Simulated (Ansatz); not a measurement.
# UPBE0/def2-SVPD (core potential) run of InCl2O (SMILES [O][In]([Cl])[Cl])

Aim: the vertical doublet–quartet gap of InCl2O at UPBE0/def2-SVPD (core potential), from 2 runs. 

The results are computed with Ansatz 0.2.0.

34 further runs of the same task are left out: 1 that didn't finish, 33 set aside as unsound or not needed. Runs told in other sessions of the task aren't counted.

## Step 1: The system as given

InCl2O has 4 atoms, charge 0, and is taken as a doublet. SMILES: `[O][In]([Cl])[Cl]`. The coordinates come from a PBE0-D4/def2-TZVP relaxation.

Bond lengths: O1–In2 1.989 Å, In2–Cl3 2.293 Å, In2–Cl4 2.293 Å. Angles: O1–In2–Cl3 119.2°, O1–In2–Cl4 119.2°, Cl3–In2–Cl4 121.6°.

## Step 2: A single-point energy at UPBE0/def2-SVPD (core potential)

File job.yaml:

```yaml
crystal:
  periodic: [false, false, false]
  atoms:
    - symbol: O
      position_ang: [0.606300, 1.014000, 1.667600]
    - symbol: In
      position_ang: [0.031700, 0.016000, 0.045400]
    - symbol: Cl
      position_ang: [0.741600, -2.145000, -0.248200]
    - symbol: Cl
      position_ang: [-1.324100, 1.054700, -1.485200]
basis:
  gaussian:
    orbitals: def2-SVPD
accuracy: high
magnetization:
  spin_polarized: true
  initial_magnetization: 1
output: {orbitals: {seedname: orbitals}}
hamiltonian:
  xc: pbe0
```

Launch:

```console
ansatz run job.yaml --threads 1 --pin off --max-ram 3480MiB --events-out events.jsonl --progress --plain --runs-dir runs
```

The program printed:

```text
Warning: RAYON_NUM_THREADS=1 ignored (pool sized by the plan → 1); use --threads N
Functional definition: PBE0
  name "PBE0"
  parameter a = 0.25
  parameter kappa = 0.804
  parameter beta = 0.06672455060314922
  exchange = (1 - a)*pbe_x(kappa = kappa, mu = beta*pi^2/3) + a*exact_x
  correlation = pbe_c(beta = beta)
2170 factors; integrals over basis functions are off by at most 3.0e-9 eV
mean field evaluation 1: about -32229.3279 eV, gradient 5.4e1 eV
mean field evaluation 2: about -32015.4030 eV, gradient 1.3e2 eV
mean field evaluation 4: about -32240.8543 eV, gradient 3.3e1 eV
mean field evaluation 8: about -32247.2356 eV, gradient 2.3e0 eV
mean field evaluation 16: about -32247.3284 eV, gradient 4.5e-3 eV
mean field evaluation 32: about -32247.3284 eV, gradient 4.7e-7 eV
mean field -32247.32844883 eV, -1185.0674624701 hartree, gradient 9.6e-8 eV, S^2 0.756055; 4 other end points of the search recorded, 0 dependent functions left out
reference -32247.32845150 eV, -1185.0674625685 hartree; 32, 31 occupied and 77, 78 virtual orbitals, 2170 factors
Total energy: -32247.32845150 eV, -1185.0674625685 hartree
```

Wall time 38 s (1 thread of Arm Neoverse V2, shared host); peak memory 0.64 GiB.

## Step 3: The quartet

File input.yaml:

```yaml
crystal:
  periodic: [false, false, false]
  atoms:
    - {symbol: O, position_ang: [0.606300, 1.014000, 1.667600]}
    - {symbol: In, position_ang: [0.031700, 0.016000, 0.045400]}
    - {symbol: Cl, position_ang: [0.741600, -2.145000, -0.248200]}
    - {symbol: Cl, position_ang: [-1.324100, 1.054700, -1.485200]}
basis:
  gaussian:
    orbitals: def2-SVPD
magnetization:
  spin_polarized: true
  initial_magnetization: 3
hamiltonian:
  xc: {name: PBE0}
accuracy: high
output: {orbitals: {seedname: orbitals}}
```

Launch:

```console
ansatz run input.yaml --threads 1 --pin off --max-ram 3480MiB --events-out events.jsonl --progress --plain --runs-dir runs
```

The program printed, shortened:

```text
Warning: RAYON_NUM_THREADS=1 ignored (pool sized by the plan → 1); use --threads N
Functional definition: PBE0
  name "PBE0"
[...]
2170 factors; integrals over basis functions are off by at most 3.0e-9 eV
[...]
mean field -32242.77380951 eV, -1184.9000825626 hartree, gradient 4.8e-8 eV, S^2 3.762663; 8 other end points of the search recorded, 0 dependent functions left out
reference -32242.77381252 eV, -1184.9000826732 hartree; 33, 30 occupied and 76, 79 virtual orbitals, 2170 factors
Total energy: -32242.77381252 eV, -1184.9000826732 hartree
```

Run time: 94 s. Hardware: 1 thread of Arm Neoverse V2, shared host; peak memory 0.64 GiB.

## Step 4: Outcome

At UPBE0/def2-SVPD (core potential):

| quantity | value |
| --- | --- |
| doublet: total energy | -1185.06746 Eh |
| doublet: HOMO energy (highest over α and β) | -9.32 eV |
| doublet: LUMO energy (lowest over α and β) | -4.68 eV |
| doublet: ⟨S²⟩ | 0.756 |
| quartet: total energy | -1184.90008 Eh |
| quartet: HOMO energy (highest over α and β) | -4.95 eV |
| quartet: ⟨S²⟩ | 3.763 |
| vertical energy of the quartet above the doublet | 4.555 eV |

What this shows: At this shape the quartet lies 4.55 eV (105 kcal/mol) above the doublet.
